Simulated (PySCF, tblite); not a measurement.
# CH5F3GeSi: dynamics, then NMR shifts on frames

How do NMR shifts of CH5F3GeSi (`FC(F)(F)[SiH2][GeH3]`) change as the atoms move?

Computed with tblite 0.8.0 and PySCF 2.14.0, with density-fitted response routines of our own, on a single molecule in the gas phase. Atoms are numbered from 0 throughout.

## 1. The molecule as given

11 atoms, charge 0, multiplicity 1; geometry from: GFN2-xTB.

Bonds of the start (Å): F0–C1 1.36, C1–F2 1.34, C1–F3 1.35, C1–Si4 1.94, Si4–Ge5 2.33, Si4–H6 1.46, Si4–H7 1.46, Ge5–H8 1.49, Ge5–H9 1.50, Ge5–H10 1.49.

## 2. A short Langevin run with GFN2-xTB

The job: settings as JSON, then the geometry in Å.

```
{"job": {"kind": "md", "xc": "GFN2-xTB", "basis": "xTB", "temperature": 300, "steps": 2000, "every": 50, "frames": 5}, "charge": 0, "multiplicity": 1}
F     -0.888428    -1.619688    -0.567327
C     -1.469056    -0.505726    -0.052299
F     -2.689811    -0.424436    -0.601158
F     -1.650749    -0.767106     1.258996
Si    -0.289948     1.011726    -0.312633
Ge     1.698949    -0.070989     0.242052
H     -0.491583     1.379569    -1.713155
H     -0.817393     2.042359     0.578968
H      1.557664    -0.976300     1.420289
H      2.821307     0.859972     0.584795
H      2.224472    -0.926712    -0.864490
```

Method: GFN2-xTB Langevin dynamics, gas phase.

Launch:

```bash
$ OMP_NUM_THREADS=1 python probes_run.py task.json out
```

The driver reads the jobs from task.json and runs them one after another.

Log:

```text
t/fs     T/K      E/eV
    0.0   263.2   -613.51815
   25.0   192.2   -613.30426
   50.0   200.2   -613.12834
   75.0   176.0   -613.27668
  100.0   222.7   -613.35646
  125.0   158.9   -613.23807
  150.0   279.2   -613.23702
  175.0   197.8   -613.22315
  200.0   263.1   -613.34135
  225.0   242.4   -613.23553
  250.0   316.4   -613.25436
  275.0   318.0   -613.31558
  300.0   237.5   -613.13687
  325.0   234.3   -613.17414
  350.0   286.8   -613.16631
  375.0   362.9   -613.16175
  400.0   244.0   -613.22455
  425.0   317.5   -613.22655
  450.0   307.7   -613.16400
  475.0   255.6   -613.13339
  500.0   289.8   -613.17288
  525.0   371.4   -613.17797
  550.0   329.5   -613.20892
  575.0   257.1   -613.08377
  600.0   286.0   -613.29679
  625.0   239.6   -613.15762
  650.0   323.3   -613.23886
  675.0   344.0   -613.27935
  700.0   261.2   -613.29967
  725.0   283.1   -613.26886
  750.0   270.1   -613.21644
  775.0   334.0   -613.22465
  800.0   346.7   -613.22815
  825.0   336.9   -613.07108
  850.0   301.3   -613.09363
  875.0   425.8   -613.27384
  900.0   206.3   -612.99179
  925.0   314.8   -613.19962
  950.0   287.8   -613.04618
  975.0   273.4   -613.14496
 1000.0   245.8   -612.95980
```

It took 11 s on 1 thread of Arm Neoverse V1, shared host; peak memory 0.18 GiB.

Distance from the start (root mean square after alignment): 0 fs 0.00 Å, 200 fs 0.25 Å, 400 fs 0.50 Å, 600 fs 0.22 Å, 800 fs 0.41 Å, 1000 fs 0.57 Å.

Positions (Å) and forces (eV/Å) at 1000 fs:

```xyz
11

F    -1.149   -2.101   -1.107   -0.986    0.772    0.549
C    -1.609   -1.149   -0.171    2.185   -0.450   -0.642
F    -2.903   -0.923   -0.329    0.254   -0.482    0.176
F    -1.318   -1.761    1.007   -0.858    0.122   -0.036
Si   -0.329    0.337   -0.334    0.115    0.835   -1.282
Ge    1.962   -0.224   -0.333   -0.302    0.506   -0.263
H    -0.382    0.765   -1.844   -0.410   -0.275    1.277
H    -0.805    1.346    0.638    0.054   -0.235   -0.224
H     2.274   -1.646   -0.308    0.228   -0.586    0.046
H     2.958    0.479    0.505   -0.035    0.008    0.652
H     2.537    0.316   -1.612   -0.244   -0.215   -0.253
```

## 3. Nuclear shieldings: 250 fs, PBE0/pcSseg-1

The job: settings as JSON, then the geometry in Å.

```
{"job": {"kind": "nmr", "xc": "PBE0", "basis": "pcSseg-1", "pop": false}, "charge": 0, "multiplicity": 1}
F     -1.051300    -2.143100    -0.391300
C     -1.634600    -0.931800    -0.079100
F     -2.705500    -0.844000    -0.889100
F     -2.096400    -1.024800     1.134100
Si    -0.621400     0.617400    -0.280100
Ge     1.506400    -0.137700     0.361500
H     -1.025100     1.130800    -1.623100
H     -1.260800     1.506600     0.671200
H      1.583800    -0.890400     1.674700
H      2.328900     1.104500     0.703400
H      2.268100    -0.868100    -0.725800
```

Level: GIAO PBE0/pcSseg-1 NMR shielding, non-relativistic, gas phase.

Log:

```text
coarse grid: 47272 points
cycle   1  E = -2706.0127486141  dE =  3.344e-02  |g| = 1.144e+00  |ddm| = 3.029e+00
cycle   2  E = -2705.8865471136  dE =  1.262e-01  |g| = 1.438e+00  |ddm| = 1.136e+00
cycle   3  E = -2706.1475450712  dE = -2.610e-01  |g| = 1.496e-01  |ddm| = 7.360e-01
cycle   4  E = -2706.1504182060  dE = -2.873e-03  |g| = 5.783e-02  |ddm| = 9.088e-02
cycle   5  E = -2706.1507446332  dE = -3.264e-04  |g| = 7.784e-03  |ddm| = 3.201e-02
cycle   6  E = -2706.1507531181  dE = -8.485e-06  |g| = 3.250e-03  |ddm| = 6.826e-03
cycle   7  E = -2706.1507545124  dE = -1.394e-06  |g| = 5.909e-04  |ddm| = 1.980e-03
final grid: 97848 points
cycle   8  E = -2706.1507125600  dE = -1.169e-08  |g| = 7.979e-04  |ddm| = 1.347e-03
cycle   9  E = -2706.1507124814  dE =  7.868e-08  |g| = 1.136e-03  |ddm| = 1.152e-03
cycle  10  E = -2706.1507126529  dE = -1.715e-07  |g| = 6.537e-05  |ddm| = 6.032e-04
cycle  11  E = -2706.1507126539  dE = -1.015e-09  |g| = 1.981e-05  |ddm| = 7.861e-05
cycle  12  E = -2706.1507126539  dE = -3.183e-11  |g| = 1.999e-06  |ddm| = 9.780e-06
converged SCF energy = -2706.1507126539

GIAO shielding tensors (ppm)
atom      isotropic    diamagn.    paramagn.     s11        s22        s33       span
  0 F      235.654     475.888    -240.235    127.490    234.199    345.272    217.782
  1 C       49.404     248.266    -198.862     35.998     54.647     57.567     21.569
  2 F      228.860     471.522    -242.662    132.948    234.958    318.675    185.727
  3 F      248.445     472.444    -223.999    163.040    274.287    308.006    144.966
  4 Si     408.318     879.946    -471.629    371.167    402.365    451.421     80.255
  5 Ge    1703.290    2758.159   -1054.869   1647.657   1698.878   1763.334    115.676
  6 H       26.846      27.406      -0.561     23.191     25.426     31.920      8.729
  7 H       27.622      28.463      -0.841     24.282     25.950     32.635      8.353
  8 H       27.775      29.142      -1.368     21.297     22.817     39.211     17.913
  9 H       28.164      28.838      -0.674     21.765     22.486     40.241     18.476
 10 H       27.888      28.884      -0.996     21.426     22.419     39.818     18.392
```

Wall time 17 s (1 thread of Arm Neoverse V1, shared host); peak memory 0.77 GiB.

The references, computed at this level on geometries of the same kind, shield at (ppm): ¹H TMS 31.72, ¹³C TMS 186.9, ²⁹Si TMS 349.2, ¹⁹F CFCl3 170.9, ⁷³Ge GeMe4 1331. Their shielding less the atom's gives the shift. The references are single molecules in the gas phase, so shifts against H2O, NH3, PH3, H3PO4 or CFCl3 are not on the usual liquid scales and can be off by tens of ppm. Each atom is listed at this fixed geometry, with no averaging over motion; a spectrum would average atoms that exchange fast.

| atoms | environment | σ (ppm) | δ (ppm) |
| --- | --- | --- | --- |
| C1 | CF3 carbon | 49.4 | 137.5 |
| H6 | hydrogen on a silicon bonded to C, Ge | 26.85 | 4.87 |
| H7 | hydrogen on a silicon bonded to C, Ge | 27.62 | 4.09 |
| H8 | hydrogen on a germanium bonded to Si | 27.77 | 3.94 |
| H10 | hydrogen on a germanium bonded to Si | 27.89 | 3.83 |
| H9 | hydrogen on a germanium bonded to Si | 28.16 | 3.55 |
| F2 | fluorine of a CF3 group | 228.9 | -57.9 |
| F0 | fluorine of a CF3 group | 235.7 | -64.7 |
| F3 | fluorine of a CF3 group | 248.4 | -77.5 |
| Si4 | silicon bonded to C, Ge, 2 H | 408.3 | -59.2 |
| Ge5 | germanium bonded to Si, 3 H | 1703 | -372 |

## 4. Shielding tensors: 425 fs, PBE0/pcSseg-1

The job: settings as JSON, then the geometry in Å.

```
{"job": {"kind": "nmr", "xc": "PBE0", "basis": "pcSseg-1", "pop": false}, "charge": 0, "multiplicity": 1}
F     -0.874800    -2.264200    -0.485100
C     -1.573000    -1.141900     0.069600
F     -2.695800    -0.944700    -0.670700
F     -1.972800    -1.516800     1.274100
Si    -0.384400     0.437100     0.082300
Ge     1.655500    -0.724600     0.220700
H     -0.709500     0.928700    -1.232100
H     -0.697600     1.215900     1.227000
H      2.192400    -1.286700     1.567500
H      2.859800     0.084300    -0.264800
H      1.755900    -1.991700    -0.500400
```

Method: GIAO PBE0/pcSseg-1 NMR shielding, non-relativistic, gas phase.

Log:

```text
coarse grid: 47272 points
cycle   1  E = -2705.9872609473  dE = -1.140e-01  |g| = 1.170e+00  |ddm| = 3.012e+00
cycle   2  E = -2705.8099548326  dE =  1.773e-01  |g| = 1.566e+00  |ddm| = 1.225e+00
cycle   3  E = -2706.1375716909  dE = -3.276e-01  |g| = 1.835e-01  |ddm| = 7.997e-01
cycle   4  E = -2706.1417774554  dE = -4.206e-03  |g| = 6.616e-02  |ddm| = 1.110e-01
cycle   5  E = -2706.1422215324  dE = -4.441e-04  |g| = 1.293e-02  |ddm| = 3.927e-02
cycle   6  E = -2706.1422480376  dE = -2.651e-05  |g| = 4.218e-03  |ddm| = 1.039e-02
cycle   7  E = -2706.1422502880  dE = -2.250e-06  |g| = 7.305e-04  |ddm| = 2.756e-03
final grid: 97848 points
cycle   8  E = -2706.1421371941  dE = -4.467e-08  |g| = 8.585e-04  |ddm| = 1.994e-03
cycle   9  E = -2706.1421371563  dE =  3.775e-08  |g| = 1.126e-03  |ddm| = 1.467e-03
cycle  10  E = -2706.1421373093  dE = -1.530e-07  |g| = 8.314e-05  |ddm| = 6.726e-04
cycle  11  E = -2706.1421373111  dE = -1.802e-09  |g| = 2.883e-05  |ddm| = 1.110e-04
cycle  12  E = -2706.1421373112  dE = -1.078e-10  |g| = 2.131e-06  |ddm| = 1.386e-05
converged SCF energy = -2706.1421373112

GIAO shielding tensors (ppm)
atom      isotropic    diamagn.    paramagn.     s11        s22        s33       span
  0 F      189.670     476.610    -286.941     72.141    167.312    329.556    257.415
  1 C       38.873     251.197    -212.324     27.944     41.594     47.081     19.137
  2 F      220.765     472.007    -251.242    122.457    226.285    313.553    191.096
  3 F      236.070     472.204    -236.134    149.546    260.384    298.279    148.732
  4 Si     403.238     879.305    -476.067    362.630    408.030    439.054     76.424
  5 Ge    1707.670    2756.782   -1049.112   1630.238   1706.779   1785.994    155.756
  6 H       27.456      28.424      -0.968     23.789     25.978     32.601      8.812
  7 H       27.689      28.410      -0.721     24.085     25.401     33.580      9.495
  8 H       27.444      28.110      -0.666     21.556     22.002     38.774     17.217
  9 H       28.213      28.514      -0.300     21.680     22.387     40.572     18.892
 10 H       28.502      30.219      -1.716     20.848     24.001     40.658     19.810
```

Wall time 16 s (1 thread of Arm Neoverse V1, shared host); peak memory 0.86 GiB.

In short: δ C1 148.1, F0 -18.7, F2 -49.8, F3 -65.1, H8 4.27, H6 4.26 ppm.

## 5. Nuclear shieldings: 625 fs, PBE0/pcSseg-1

The job: settings as JSON, then the geometry in Å.

```
{"job": {"kind": "nmr", "xc": "PBE0", "basis": "pcSseg-1", "pop": false}, "charge": 0, "multiplicity": 1}
F     -0.519000    -2.229100    -0.658000
C     -1.296100    -1.330700     0.028800
F     -2.441400    -1.251400    -0.640200
F     -1.713500    -1.900300     1.177100
Si    -0.068700     0.187800     0.279100
Ge     1.869400    -1.008600     0.412900
H     -0.235500     1.312300    -0.669600
H     -0.570500     0.776000     1.569800
H      1.901500    -2.217300     1.270300
H      3.208300    -0.357100     0.534200
H      1.973100    -1.435400    -1.018100
```

With the program's defaults for keys left out, this is: GIAO PBE0/pcSseg-1 NMR shielding, non-relativistic, gas phase.

Log:

```text
coarse grid: 47272 points
cycle   1  E = -2705.9921063011  dE =  1.767e-02  |g| = 1.167e+00  |ddm| = 3.023e+00
cycle   2  E = -2705.8410629141  dE =  1.510e-01  |g| = 1.511e+00  |ddm| = 1.184e+00
cycle   3  E = -2706.1384849452  dE = -2.974e-01  |g| = 1.574e-01  |ddm| = 7.633e-01
cycle   4  E = -2706.1415901643  dE = -3.105e-03  |g| = 5.857e-02  |ddm| = 9.465e-02
cycle   5  E = -2706.1419113728  dE = -3.212e-04  |g| = 6.686e-03  |ddm| = 3.306e-02
cycle   6  E = -2706.1419180234  dE = -6.651e-06  |g| = 2.344e-03  |ddm| = 7.341e-03
final grid: 97848 points
cycle   7  E = -2706.1419571443  dE =  8.774e-07  |g| = 3.525e-03  |ddm| = 3.932e-03
cycle   8  E = -2706.1419546969  dE =  2.447e-06  |g| = 5.459e-03  |ddm| = 4.795e-03
cycle   9  E = -2706.1419590147  dE = -4.318e-06  |g| = 1.375e-04  |ddm| = 2.787e-03
cycle  10  E = -2706.1419590197  dE = -5.055e-09  |g| = 2.896e-05  |ddm| = 1.830e-04
cycle  11  E = -2706.1419590198  dE = -1.196e-10  |g| = 3.731e-06  |ddm| = 1.700e-05
converged SCF energy = -2706.1419590198

GIAO shielding tensors (ppm)
atom      isotropic    diamagn.    paramagn.     s11        s22        s33       span
  0 F      203.029     476.843    -273.813     99.050    216.372    293.665    194.614
  1 C       46.582     247.983    -201.401     35.628     49.631     54.488     18.860
  2 F      238.144     471.749    -233.606    150.230    244.792    319.409    169.179
  3 F      224.178     472.586    -248.408    134.386    217.301    320.847    186.461
  4 Si     403.597     878.998    -475.401    359.828    393.996    456.966     97.138
  5 Ge    1719.293    2758.238   -1038.945   1636.506   1713.678   1807.695    171.189
  6 H       26.703      27.488      -0.785     23.359     24.505     32.246      8.886
  7 H       26.921      27.458      -0.537     23.527     24.948     32.287      8.760
  8 H       28.435      29.298      -0.863     21.115     23.663     40.527     19.412
  9 H       28.552      29.084      -0.532     21.791     22.082     41.783     19.993
 10 H       28.337      29.741      -1.404     21.152     24.182     39.677     18.525
```

It took 15 s on 1 thread of Arm Neoverse V1, shared host; peak memory 0.86 GiB.

In short: δ C1 140.3, F0 -32.1, F3 -53.2, F2 -67.2, H6 5.01, H7 4.80 ppm.

## 6. Nuclear shieldings: 800 fs, PBE0/pcSseg-1

The job: settings as JSON, then the geometry in Å.

```
{"job": {"kind": "nmr", "xc": "PBE0", "basis": "pcSseg-1", "pop": false}, "charge": 0, "multiplicity": 1}
F     -0.926100    -2.252800    -0.952600
C     -1.533000    -1.278100    -0.143500
F     -2.800200    -1.111800    -0.606200
F     -1.593100    -1.821800     1.065200
Si    -0.383500     0.306800    -0.012100
Ge     1.840600    -0.297800     0.202800
H     -0.416700     1.021500    -1.296900
H     -1.183800     1.146500     0.888400
H      2.204700    -1.647300     0.641900
H      2.323500     0.555100     1.311900
H      2.509300    -0.059700    -1.127700
```

With the program's defaults for keys left out, this is: GIAO PBE0/pcSseg-1 NMR shielding, non-relativistic, gas phase.

Log:

```text
coarse grid: 47272 points
cycle   1  E = -2705.9999436457  dE = -6.936e-02  |g| = 1.167e+00  |ddm| = 3.019e+00
cycle   2  E = -2705.8398955430  dE =  1.600e-01  |g| = 1.532e+00  |ddm| = 1.187e+00
cycle   3  E = -2706.1464439907  dE = -3.065e-01  |g| = 1.699e-01  |ddm| = 7.684e-01
cycle   4  E = -2706.1499932651  dE = -3.549e-03  |g| = 6.416e-02  |ddm| = 1.046e-01
cycle   5  E = -2706.1504024034  dE = -4.091e-04  |g| = 8.678e-03  |ddm| = 3.661e-02
cycle   6  E = -2706.1504121346  dE = -9.731e-06  |g| = 3.997e-03  |ddm| = 7.313e-03
cycle   7  E = -2706.1504142826  dE = -2.148e-06  |g| = 5.315e-04  |ddm| = 2.379e-03
final grid: 97848 points
cycle   8  E = -2706.1504175492  dE = -1.787e-08  |g| = 6.467e-04  |ddm| = 1.290e-03
cycle   9  E = -2706.1504175047  dE =  4.445e-08  |g| = 8.991e-04  |ddm| = 9.399e-04
cycle  10  E = -2706.1504176093  dE = -1.046e-07  |g| = 6.472e-05  |ddm| = 4.816e-04
cycle  11  E = -2706.1504176102  dE = -9.168e-10  |g| = 1.941e-05  |ddm| = 7.629e-05
converged SCF energy = -2706.1504176102

GIAO shielding tensors (ppm)
atom      isotropic    diamagn.    paramagn.     s11        s22        s33       span
  0 F      213.919     475.593    -261.674     95.200    206.965    339.590    244.390
  1 C       40.817     251.835    -211.018     30.059     42.618     49.774     19.715
  2 F      232.636     471.597    -238.961    133.462    238.044    326.403    192.941
  3 F      232.921     473.457    -240.536    144.080    255.921    298.763    154.683
  4 Si     413.211     879.791    -466.580    352.699    415.352    471.583    118.884
  5 Ge    1706.638    2758.760   -1052.121   1628.429   1687.444   1804.043    175.614
  6 H       27.330      28.689      -1.360     23.560     25.765     32.664      9.104
  7 H       27.420      28.136      -0.716     23.505     25.917     32.837      9.332
  8 H       28.666      30.150      -1.485     21.678     23.277     41.042     19.363
  9 H       28.607      29.620      -1.012     21.568     23.055     41.198     19.630
 10 H       28.072      29.148      -1.076     21.288     22.643     40.286     18.998
```

It took 15 s on 1 thread of Arm Neoverse V1, shared host; peak memory 0.86 GiB.

In short: δ C1 146.1, F0 -43.0, F2 -61.7, F3 -62.0, H6 4.39, H7 4.30 ppm.

## 7. Nuclear shieldings: 1000 fs, PBE0/pcSseg-1

The job: settings as JSON, then the geometry in Å.

```
{"job": {"kind": "nmr", "xc": "PBE0", "basis": "pcSseg-1", "pop": false}, "charge": 0, "multiplicity": 1}
F     -1.149300    -2.100800    -1.106900
C     -1.608900    -1.149300    -0.170800
F     -2.903400    -0.922900    -0.328600
F     -1.318000    -1.761200     1.007200
Si    -0.329200     0.337100    -0.333700
Ge     1.962200    -0.223800    -0.332600
H     -0.382400     0.765500    -1.844100
H     -0.804900     1.345900     0.638100
H      2.273900    -1.646300    -0.307900
H      2.958200     0.479200     0.504800
H      2.537400     0.316200    -1.612200
```

With the program's defaults for keys left out, this is: GIAO PBE0/pcSseg-1 NMR shielding, non-relativistic, gas phase.

Log:

```text
coarse grid: 47272 points
cycle   1  E = -2705.9845615642  dE = -1.090e-01  |g| = 1.170e+00  |ddm| = 3.030e+00
cycle   2  E = -2705.8123301451  dE =  1.722e-01  |g| = 1.555e+00  |ddm| = 1.227e+00
cycle   3  E = -2706.1348243210  dE = -3.225e-01  |g| = 1.796e-01  |ddm| = 7.952e-01
cycle   4  E = -2706.1387069813  dE = -3.883e-03  |g| = 6.603e-02  |ddm| = 1.122e-01
cycle   5  E = -2706.1391438939  dE = -4.369e-04  |g| = 1.081e-02  |ddm| = 3.952e-02
cycle   6  E = -2706.1391601968  dE = -1.630e-05  |g| = 4.140e-03  |ddm| = 8.611e-03
cycle   7  E = -2706.1391624256  dE = -2.229e-06  |g| = 6.417e-04  |ddm| = 2.617e-03
final grid: 97848 points
cycle   8  E = -2706.1390675024  dE = -2.312e-08  |g| = 7.565e-04  |ddm| = 1.646e-03
cycle   9  E = -2706.1390674643  dE =  3.809e-08  |g| = 1.000e-03  |ddm| = 1.285e-03
cycle  10  E = -2706.1390675908  dE = -1.265e-07  |g| = 7.741e-05  |ddm| = 6.139e-04
cycle  11  E = -2706.1390675921  dE = -1.295e-09  |g| = 2.184e-05  |ddm| = 8.716e-05
cycle  12  E = -2706.1390675922  dE = -5.730e-11  |g| = 2.420e-06  |ddm| = 1.130e-05
converged SCF energy = -2706.1390675922

GIAO shielding tensors (ppm)
atom      isotropic    diamagn.    paramagn.     s11        s22        s33       span
  0 F      204.744     475.267    -270.523     79.859    197.600    336.771    256.912
  1 C       41.485     254.367    -212.882     35.124     41.142     48.190     13.066
  2 F      243.708     470.576    -226.869    159.870    262.168    309.085    149.216
  3 F      223.325     475.097    -251.772    121.277    232.637    316.060    194.783
  4 Si     407.984     878.274    -470.290    339.855    406.695    477.403    137.549
  5 Ge    1702.838    2756.868   -1054.030   1626.297   1677.249   1804.968    178.671
  6 H       25.623      26.730      -1.107     21.182     24.998     30.689      9.507
  7 H       27.044      27.641      -0.597     22.890     25.750     32.493      9.604
  8 H       28.820      29.829      -1.009     21.468     23.712     41.280     19.811
  9 H       28.494      29.444      -0.950     21.700     22.487     41.295     19.595
 10 H       28.371      29.424      -1.053     21.338     23.192     40.582     19.244
```

Wall time 15 s (1 thread of Arm Neoverse V1, shared host); peak memory 0.86 GiB.

In short: δ C1 145.4, F0 -33.8, F3 -52.4, F2 -72.8, H6 6.09, H7 4.67 ppm.

## 8. Comparing the runs: NMR shifts

Shifts (ppm) of some atoms, chosen among heavy atoms and hydrogens apart, with basis size and wall time:

```
  frame     C1    H6    H8     F2     F0     F3   Ge5  functions  time
 250 fs  137.5  4.87  3.94  -57.9  -64.7  -77.5  -372        158  17 s
 425 fs  148.1  4.26  4.27  -49.8  -18.7  -65.1  -377        158  16 s
 625 fs  140.3  5.01  3.28  -67.2  -32.1  -53.2  -388        158  15 s
 800 fs  146.1  4.39  3.05  -61.7  -43.0  -62.0  -376        158  15 s
1000 fs  145.4  6.09  2.90  -72.8  -33.8  -52.4  -372        158  15 s
```

## 9. Outcome

| quantity | value |
| --- | --- |
| thermostat | 300 K |
| mean temperature, second half | 301 K |
| mean potential energy above the minimum | 0.35 eV |
| ¹³C shifts against TMS (PBE0/pcSseg-1, 250 fs) | 137.5 ppm |
| ¹H shifts against TMS (PBE0/pcSseg-1, 250 fs) | 4.87, 4.09, 3.94, 3.83, 3.55 ppm |
| ¹⁹F shifts against CFCl3 (PBE0/pcSseg-1, 250 fs) | -57.9, -64.7, -77.5 ppm |
| ²⁹Si shifts against TMS (PBE0/pcSseg-1, 250 fs) | -59.2 ppm |
| ⁷³Ge shifts against GeMe4 (PBE0/pcSseg-1, 250 fs) | -372 ppm |
| range of the shift of F0 | -64.7 to -18.7 ppm |

In the second half the potential energy averages 0.35 eV above the minimum; equipartition over 27 harmonic modes at 300 K would give 0.35 eV. With 11 atoms the temperature swings widely (159 to 426 K). Shifts at one fixed geometry are not the observed spectrum, which averages over the motion. In the first frame run (250 fs): The largest span, 218 ppm, is at F0, where the paramagnetic term is -240 ppm. Across the 5 runs the shift of F0 moves most, between -64.7 (250 fs) and -18.7 ppm (425 fs). Spin-orbit coupling is left out, which matters for shieldings and couplings at and beside the heavy atoms.
